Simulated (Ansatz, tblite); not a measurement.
# B(NHMe2)Cl3 (C₂H₇BCl₃N): charged states by level of theory

What does removing or adding an electron cost or gain for B(NHMe2)Cl3 (C₂H₇BCl₃N)? Each charged state is run at several levels.

Program: Ansatz 0.2.0, Gaussian basis. Level of theory: as each input shows. These are calculated values, not measurements.

Plan: charge +1 doublet, at the geometry of the singlet (PBE0-D4/def2-TZVP, PBE-D4/def2-TZVP, PBE-QIDH/def2-TZVP, CCSD(T)/def2-SVP); charge -1 doublet, at the geometry of the singlet (PBE0-D4/def2-TZVPD, PBE-D4/def2-TZVPD, PBE-QIDH/def2-TZVPD); the starting singlet's energies come from earlier runs.

2 further runs of the same task are left out: 2 set aside as unsound or not needed.

### 1 The geometry

The singlet was relaxed beforehand with PBE-D4/def2-SVP.

14 atoms, charge 0, spin multiplicity 1.

Atoms are counted from 1 here; the program's logs count them from 0.

Bond lengths: B1–N2 1.655 Å, B1–Cl12 1.846 Å, B1–Cl13 1.847 Å, B1–Cl14 1.840 Å, N2–C3 1.489 Å, N2–C4 1.489 Å, N2–H5 1.034 Å, C3–H6 1.104 Å, C3–H7 1.105 Å, C3–H8 1.107 Å, C4–H9 1.107 Å, C4–H10 1.104 Å, C4–H11 1.105 Å. Angles: N2–B1–Cl12 105.7°, N2–B1–Cl13 105.7°, N2–B1–Cl14 106.8°, Cl12–B1–Cl13 111.0°, Cl12–B1–Cl14 113.4°, Cl13–B1–Cl14 113.5°, B1–N2–C3 113.4°, B1–N2–C4 113.4°, B1–N2–H5 102.1°, C3–N2–C4 111.2°, C3–N2–H5 108.1°, C4–N2–H5 108.1°, N2–C3–H6 108.6°, N2–C3–H7 107.9°, N2–C3–H8 110.0°, H6–C3–H7 109.0°, H6–C3–H8 110.9°, H7–C3–H8 110.3° and more.

### 2 Charge +1 doublet at the fixed geometry, PBE0-D4/def2-TZVP

File in.yaml:

```yaml
crystal:
  periodic: [false, false, false]
  atoms:
    - {symbol: B, position_ang: [0.158113, 0.299819, -1.479452]}
    - {symbol: N, position_ang: [0.156406, 0.289094, 0.175620]}
    - {symbol: C, position_ang: [0.952860, -0.825358, 0.760296]}
    - {symbol: C, position_ang: [-1.210400, 0.340608, 0.765160]}
    - {symbol: H, position_ang: [0.635893, 1.178253, 0.398462]}
    - {symbol: H, position_ang: [1.974583, -0.783750, 0.345297]}
    - {symbol: H, position_ang: [0.479427, -1.776672, 0.456284]}
    - {symbol: H, position_ang: [0.970798, -0.739855, 1.863627]}
    - {symbol: H, position_ang: [-1.144924, 0.403914, 1.868192]}
    - {symbol: H, position_ang: [-1.739749, 1.216003, 0.351160]}
    - {symbol: H, position_ang: [-1.744823, -0.578736, 0.464000]}
    - {symbol: Cl, position_ang: [1.934267, 0.386006, -1.976770]}
    - {symbol: Cl, position_ang: [-0.742184, 1.836032, -1.968873]}
    - {symbol: Cl, position_ang: [-0.680287, -1.245358, -2.023002]}
basis:
  gaussian: {orbitals: def2-TZVP}
total_charge: 1
magnetization: {spin_polarized: true, initial_magnetization: 1}
hamiltonian: {xc: pbe0, dispersion: d4}
scf: {omitted_lower_state_checks: [starts]}
output: {orbitals: {seedname: orbitals}}
```

Command:

```sh
ansatz run in.yaml --threads 2 --pin off --events-out ev --progress --plain --max-ram 32768MiB --backend cuda --devices 0, --max-vram 18GiB
```

Log:

```text
Functional definition: PBE0
  name "PBE0"
  cite "Adamo & Barone, J. Chem. Phys. 110, 6158 (1999) doi:10.1063/1.478522"
  cite "Perdew, Burke & Ernzerhof, Phys. Rev. Lett. 77, 3865 (1996) doi:10.1103/PhysRevLett.77.3865"
  parent pbe
  parameter a = 0.25
  parameter kappa = 0.804
  parameter beta = 0.06672455060314922
  exchange = (1 - a)*pbe_x(kappa = kappa, mu = beta*pi^2/3) + a*exact_x
  correlation = pbe_c(beta = beta)
these checks for a lower state are left out or cut short: starts
1796 factors; their error is unknown
mean field evaluation 1: about -41890.3386 eV, gradient 5.1e1 eV
mean field evaluation 2: about -41867.4833 eV, gradient 8.1e1 eV
mean field evaluation 4: about -41901.6623 eV, gradient 4.1e0 eV
mean field evaluation 8: about -41901.7542 eV, gradient 9.5e-2 eV
mean field evaluation 16: about -41901.8450 eV, gradient 9.5e-3 eV
mean field -41901.84501825 eV, -1539.8644023301 hartree, gradient 1.8e-5 eV, S^2 0.755034; 0 other end points of the search recorded, 0 dependent functions left out
reference -41901.84505095 eV, -1539.8644035318 hartree; 41, 40 occupied and 236, 237 virtual orbitals, 1796 factors
Total energy: -41902.21746744 eV, -1539.8780895855 hartree
Checks for a lower state left out: starts
```

It took 12 s on 1 × H100 (card shared with other runs) with 2 threads of AMD EPYC 7R13, shared host; peak host memory 0.9 GiB.

HOMO -13.77 eV, LUMO -11.92 eV (over both spins); ⟨S²⟩ 0.755 (pure: 0.75).

### 3 Charge +1 doublet at the fixed geometry, PBE-D4/def2-TZVP

start.molden holds the orbitals of an earlier run on this state, given as this run's starting guess.

in.yaml, as its differences from that of step 2:

```diff
@@ -18,6 +18,6 @@
 basis:
-  gaussian: {orbitals: def2-TZVP}
+  gaussian: {orbitals: def2-TZVP, initial_orbitals: start.molden}
 total_charge: 1
 magnetization: {spin_polarized: true, initial_magnetization: 1}
-hamiltonian: {xc: pbe0, dispersion: d4}
+hamiltonian: {xc: pbe, dispersion: d4}
 scf: {omitted_lower_state_checks: [starts]}
```

Same command.

Log:

```text
Functional definition: PBE
  name "PBE"
  cite "Perdew, Burke & Ernzerhof, Phys. Rev. Lett. 77, 3865 (1996) doi:10.1103/PhysRevLett.77.3865"
  parent pbe
  parameter kappa = 0.804
  parameter beta = 0.06672455060314922
  exchange = pbe_x(kappa = kappa, mu = beta*pi^2/3)
  correlation = pbe_c(beta = beta)
these checks for a lower state are left out or cut short: starts
1760 factors; their error is unknown
mean field evaluation 1: about -41898.4937 eV, gradient 1.1e1 eV
mean field evaluation 2: about -41898.6450 eV, gradient 2.1e-1 eV
mean field evaluation 4: about -41898.6032 eV, gradient 6.5e-3 eV
mean field evaluation 8: about -41898.6032 eV, gradient 1.9e-5 eV
mean field -41898.60320589 eV, -1539.7452679231 hartree, gradient 1.9e-5 eV, S^2 0.751715; 0 other end points of the search recorded, 0 dependent functions left out
reference -41898.60324942 eV, -1539.7452695228 hartree; 41, 40 occupied and 236, 237 virtual orbitals, 1760 factors
Total energy: -41899.03998099 eV, -1539.7613191122 hartree
Checks for a lower state left out: starts
```

It took 11 s on 1 × H100 (card shared with other runs) with 2 threads of AMD EPYC 7R13, shared host; peak host memory 0.86 GiB.

HOMO -12.63 eV, LUMO -12.28 eV (over both spins); ⟨S²⟩ 0.752 (pure: 0.75).

### 4 Charge +1 doublet at the fixed geometry, PBE-QIDH/def2-TZVP

in.yaml, as its differences from that of step 3:

```diff
@@ -21,4 +21,3 @@
 magnetization: {spin_polarized: true, initial_magnetization: 1}
-hamiltonian: {xc: pbe, dispersion: d4}
+hamiltonian: {xc: {name: PBE-QIDH}}
 scf: {omitted_lower_state_checks: [starts]}
-output: {orbitals: {seedname: orbitals}}
```

The command is unchanged.

Log, cut to the lines that bear on the results:

```text
Functional definition: PBE-QIDH
  name "PBE-QIDH"
  cite "Brémond, Sancho-García, Pérez-Jiménez & Adamo, J. Chem. Phys. 141, 031101 (2014) doi:10.1063/1.4890314"
  cite "Perdew, Burke & Ernzerhof, Phys. Rev. Lett. 77, 3865 (1996) doi:10.1103/PhysRevLett.77.3865"
[...]
1797 factors; integrals over basis functions are off by at most 1.3e-3 eV
[...]
mean field -41881.32147410 eV, -1539.1101759939 hartree, gradient 5.7e-6 eV, S^2 0.764342; 0 other end points of the search recorded, 0 dependent functions left out
19 core orbitals not correlated: weight in the atoms' cores, before any rotation towards them, 1.000 or more for the frozen orbitals, at most 0.000 for the correlated occupied ones
reference -41881.32148734 eV, -1539.1101764805 hartree; 22, 21 occupied and 236, 237 virtual orbitals, 1797 factors
second order -37.34590977 eV of doubles, -0.00000000 eV of singles
Total energy: -41893.77012393 eV, -1539.5676554372 hartree
Checks for a lower state left out: starts
```

It took 13 s on 1 × H100 (card shared with other runs) with 2 threads of AMD EPYC 7R13, shared host; peak host memory 1.3 GiB.

Report: ⟨S²⟩ 0.764 (pure: 0.75).

### 5 Charge +1 doublet at the fixed geometry, CCSD(T)/def2-SVP

in.yaml, as its differences from that of step 4:

```diff
@@ -18,6 +18,7 @@
 basis:
-  gaussian: {orbitals: def2-TZVP, initial_orbitals: start.molden}
+  gaussian: {orbitals: def2-SVP, initial_orbitals: start.molden}
 total_charge: 1
 magnetization: {spin_polarized: true, initial_magnetization: 1}
-hamiltonian: {xc: {name: PBE-QIDH}}
-scf: {omitted_lower_state_checks: [starts]}
+correlation: {method: ccsd_t}
+scf: {omitted_lower_state_checks: [starts, cluster_reference]}
+output: {orbitals: {seedname: orbitals}}
```

Launched as before.

Log, cut to the lines that bear on the results:

```text
Functional definition: HF
  name "HF"
  cite "Fock, Z. Phys. 61, 126 (1930) doi:10.1007/BF01340294"
  parent pbe
[...]
1424 factors; integrals over basis functions are off by at most 1.4e-3 eV
[...]
mean field -41815.27045745 eV, -1536.6828459028 hartree, gradient 2.5e-6 eV, S^2 0.759333; 0 other end points of the search recorded, 0 dependent functions left out
19 core orbitals not correlated: weight in the atoms' cores, before any rotation towards them, 1.000 or more for the frozen orbitals, at most 0.000 for the correlated occupied ones
reference -41815.27045745 eV, -1536.6828459028 hartree; 22, 21 occupied and 104, 105 virtual orbitals, 1424 factors
second order -25.73473578 eV of doubles, -0.00000000 eV of singles
cycle   1  -27.09459262 eV  change    -1.4e0 eV  update   1.2e-1
[...]
cycle  28  -28.08123883 eV  change   -3.2e-5 eV  update   2.1e-5
perturbative correction -0.89831328 eV, -0.0330124041 hartree
Total energy: -41844.25000955 eV, -1537.7478247996 hartree
Checks for a lower state left out: starts, cluster_reference
```

Run time: 14 s. Hardware: 1 × H100 (card shared with other runs) with 2 threads of AMD EPYC 7R13, shared host; peak host memory 0.81 GiB.

Hartree-Fock HOMO -16.23 eV, LUMO -8.37 eV (over both spins); ⟨S²⟩ 0.759 (pure: 0.75); T1 0.058. Doubts: large T1 diagnostic.

### 6 Vertical ionisation energy

Charged state less starting state, singlet to doublet; the starting state's energies are those of its earlier runs.

```csv
level,vertical ionisation energy (eV),time
HF/def2-SVP†,+9.84,
PBE-D4/def2-TZVP,+9.45,21 s
PBE0-D4/def2-TZVP,+9.96,20 s
PBE-QIDH/def2-TZVP,+10.57,19 s
MP2/def2-SVP†,+10.41,
CCSD/def2-SVP†,+10.07,
CCSD(T)/def2-SVP†,+9.94,26 s
```

Times add the two runs; a level without a time comes out of a correlated run. † marks a level with a doubtful state (flagged, unstable, out of aufbau order, or strongly spin-contaminated); such levels are left out of the summary. CCSD(T)/def2-SVP is no safe reference here (large T1 diagnostic).

Beside −ε(HOMO) of the starting state:

```
            level  −ε(HOMO) (eV)  by difference (eV)  mismatch (eV)
 PBE-D4/def2-TZVP           6.54                9.45          -2.91
PBE0-D4/def2-TZVP           7.94                9.96          -2.02
```

### 7 Charge -1 doublet at the fixed geometry, PBE0-D4/def2-TZVPD

in.yaml, as its differences from that of step 5:

```diff
@@ -18,7 +18,7 @@
 basis:
-  gaussian: {orbitals: def2-SVP, initial_orbitals: start.molden}
-total_charge: 1
+  gaussian: {orbitals: def2-TZVPD}
+total_charge: -1
 magnetization: {spin_polarized: true, initial_magnetization: 1}
-correlation: {method: ccsd_t}
-scf: {omitted_lower_state_checks: [starts, cluster_reference]}
+hamiltonian: {xc: pbe0, dispersion: d4}
+scf: {omitted_lower_state_checks: [starts]}
 output: {orbitals: {seedname: orbitals}}
```

The command is unchanged.

Log, cut to the lines that bear on the results:

```text
Functional definition: PBE0
  name "PBE0"
  cite "Adamo & Barone, J. Chem. Phys. 110, 6158 (1999) doi:10.1063/1.478522"
  cite "Perdew, Burke & Ernzerhof, Phys. Rev. Lett. 77, 3865 (1996) doi:10.1103/PhysRevLett.77.3865"
  parent pbe
[...]
1973 factors; their error is unknown
[...]
mean field -41911.26281338 eV, -1540.2104999174 hartree, gradient 2.2e-5 eV, S^2 0.750192; 0 other end points of the search recorded, 0 dependent functions left out
reference -41911.26285036 eV, -1540.2105012765 hartree; 42, 41 occupied and 307, 308 virtual orbitals, 1973 factors
Total energy: -41911.70302860 eV, -1540.2266775285 hartree
Checks for a lower state left out: starts
```

It took 13 s on 1 × H100 (card shared with other runs) with 2 threads of AMD EPYC 7R13, shared host; peak host memory 0.96 GiB.

Report: HOMO 1.59 eV, LUMO 2.79 eV (over both spins); ⟨S²⟩ 0.750 (pure: 0.75). Doubts: highest occupied level lies above zero.

### 8 Charge -1 doublet at the fixed geometry, PBE-D4/def2-TZVPD

in.yaml, as its differences from that of step 7:

```diff
@@ -18,6 +18,6 @@
 basis:
-  gaussian: {orbitals: def2-TZVPD}
+  gaussian: {orbitals: def2-TZVPD, initial_orbitals: start.molden}
 total_charge: -1
 magnetization: {spin_polarized: true, initial_magnetization: 1}
-hamiltonian: {xc: pbe0, dispersion: d4}
+hamiltonian: {xc: pbe, dispersion: d4}
 scf: {omitted_lower_state_checks: [starts]}
```

The command is unchanged.

Log:

```text
Functional definition: PBE
  name "PBE"
  cite "Perdew, Burke & Ernzerhof, Phys. Rev. Lett. 77, 3865 (1996) doi:10.1103/PhysRevLett.77.3865"
  parent pbe
  parameter kappa = 0.804
  parameter beta = 0.06672455060314922
  exchange = pbe_x(kappa = kappa, mu = beta*pi^2/3)
  correlation = pbe_c(beta = beta)
these checks for a lower state are left out or cut short: starts
1889 factors; their error is unknown
mean field evaluation 1: about -41907.5751 eV, gradient 1.1e1 eV
mean field evaluation 2: about -41907.7311 eV, gradient 2.1e-1 eV
mean field evaluation 4: about -41907.6672 eV, gradient 2.4e-2 eV
mean field evaluation 8: about -41907.6671 eV, gradient 1.6e-5 eV
mean field -41907.66712399 eV, -1540.0783607696 hartree, gradient 1.9e-5 eV, S^2 0.750197; 0 other end points of the search recorded, 0 dependent functions left out
reference -41907.66717286 eV, -1540.0783625657 hartree; 42, 41 occupied and 307, 308 virtual orbitals, 1889 factors
Total energy: -41908.18327477 eV, -1540.0973289609 hartree
Checks for a lower state left out: starts
```

It took 15 s on 1 × H100 (card shared with other runs) with 2 threads of AMD EPYC 7R13, shared host; peak host memory 0.91 GiB.

Report: HOMO 1.86 eV, LUMO 2.28 eV (over both spins); ⟨S²⟩ 0.750 (pure: 0.75). Doubts: highest occupied level lies above zero.

### 9 Charge -1 doublet at the fixed geometry, PBE-QIDH/def2-TZVPD

in.yaml, as its differences from that of step 8:

```diff
@@ -21,4 +21,3 @@
 magnetization: {spin_polarized: true, initial_magnetization: 1}
-hamiltonian: {xc: pbe, dispersion: d4}
+hamiltonian: {xc: {name: PBE-QIDH}}
 scf: {omitted_lower_state_checks: [starts]}
-output: {orbitals: {seedname: orbitals}}
```

Launched as before.

Log, cut to the lines that bear on the results:

```text
Functional definition: PBE-QIDH
  name "PBE-QIDH"
  cite "Brémond, Sancho-García, Pérez-Jiménez & Adamo, J. Chem. Phys. 141, 031101 (2014) doi:10.1063/1.4890314"
  cite "Perdew, Burke & Ernzerhof, Phys. Rev. Lett. 77, 3865 (1996) doi:10.1103/PhysRevLett.77.3865"
[...]
2295 factors; integrals over basis functions are off by at most 9.2e-4 eV
[...]
mean field -41890.86051226 eV, -1539.4607291806 hartree, gradient 2.4e-6 eV, S^2 0.750284; 0 other end points of the search recorded, 0 dependent functions left out
19 core orbitals not correlated: weight in the atoms' cores, before any rotation towards them, 1.000 or more for the frozen orbitals, at most 0.000 for the correlated occupied ones
reference -41890.86052785 eV, -1539.4607297532 hartree; 23, 22 occupied and 307, 308 virtual orbitals, 2295 factors
second order -38.84114153 eV of doubles, -0.00000000 eV of singles
Total energy: -41903.80757502 eV, -1539.9365249612 hartree
Checks for a lower state left out: starts
```

Wall time 12 s (1 × H100 (card shared with other runs) with 2 threads of AMD EPYC 7R13, shared host); peak host memory 1.9 GiB.

⟨S²⟩ 0.750 (pure: 0.75).

### 10 Vertical electron affinity

Starting state less charged state (positive: the electron is bound), singlet to doublet; the starting state's energies are those of its earlier runs.

```
              level  vertical electron affinity (eV)  time
  PBE-D4/def2-TZVPD                            -0.39  24 s
 PBE0-D4/def2-TZVPD                            -0.54  22 s
PBE-QIDH/def2-TZVPD                            -0.69  22 s
```

Times add the two runs; a level without a time comes out of a correlated run.

Beside −ε(LUMO) of the starting state:

| level | −ε(LUMO) (eV) | by difference (eV) | mismatch (eV) |
| --- | --- | --- | --- |
| PBE-D4/def2-TZVPD | 1.07 | -0.39 | +1.46 |
| PBE0-D4/def2-TZVPD | 0.39 | -0.54 | +0.93 |
| PBE-QIDH/def2-TZVPD | -0.66 | -0.69 | +0.03 |

### 11 Outcome

```
                                             quantity                                  value
 vertical ionisation energy, functionals in def2-TZVP   9.45 (PBE-D4) to 10.57 eV (PBE-QIDH)
vertical electron affinity, functionals in def2-TZVPD  -0.69 (PBE-QIDH) to -0.39 eV (PBE-D4)
```

**Reading.** The vertical ionisation energy spans 9.45 to 10.57 eV over the functionals. −ε(HOMO) misses the level's own difference by -2.02 eV at best (PBE0-D4) and -2.91 eV at worst (PBE-D4). The vertical electron affinity spans -0.69 to -0.39 eV over the functionals. A negative affinity means an unbound electron, held by the basis alone. −ε(LUMO) misses the level's own difference by +0.03 eV at best (PBE-QIDH) and +1.46 eV at worst (PBE-D4).
